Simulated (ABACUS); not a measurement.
HPbNO4 in ABACUS: the effect of functional

Crystal: HPbNO4.

```
CELL_PARAMETERS angstrom
4.20407 0.00000 0.00000
2.02172 3.83951 0.00000
2.04686 1.27900 6.28131
ATOMIC_POSITIONS crystal
Pb 0.14426 0.92872 0.88352
O 0.83108 0.65056 0.78405
O 0.38694 0.22380 0.11295
O 0.31104 0.03576 0.45856
O 0.07726 0.60633 0.32275
N 0.25670 0.28861 0.30171
H 0.89145 0.68202 0.62796
```

The cell was built by a generator and needn't be a form met in nature.

Alike in all runs:

* Program: ABACUS 3.10.1
* Task: single point
* Potentials or basis: SG15 ONCV 1.2 PBE
* Cutoff: 1361 eV
* Density cutoff: 5442 eV
* Basis: DZP LCAO (the cutoffs set its grid)
* k mesh: 7 × 7 × 5
* Occupations: fermi-dirac, width 0.05 eV
* Spin: no spin polarisation

```csv
functional,gap on the mesh (eV),pressure (GPa),largest force (eV/Å)
LDA,2.74,-0.1,1.70
PBEsol,2.77,1.7,1.49
WC,2.77,1.8,1.50
revPBE,?,?,?
TPSS,2.90,3.7,1.76
```

Question: What does the run with functional revPBE give?

Answer: gap on the mesh 2.79 eV; pressure 5.5 GPa; largest force 1.56 eV/Å.

Caveats: the atomic orbitals were generated for these runs and aren't a published set; the potentials were made for another functional, which shifts forces and pressure; spin-orbit coupling is left out, which as a rule narrows the gap of such compounds by several tenths of an eV; an odd mesh through Γ misses points on the zone boundary, where band edges often lie; the basis of atomic orbitals isn't converged, which shifts pressures, moduli and gaps.

Runs at the PBE level aren't shown here.
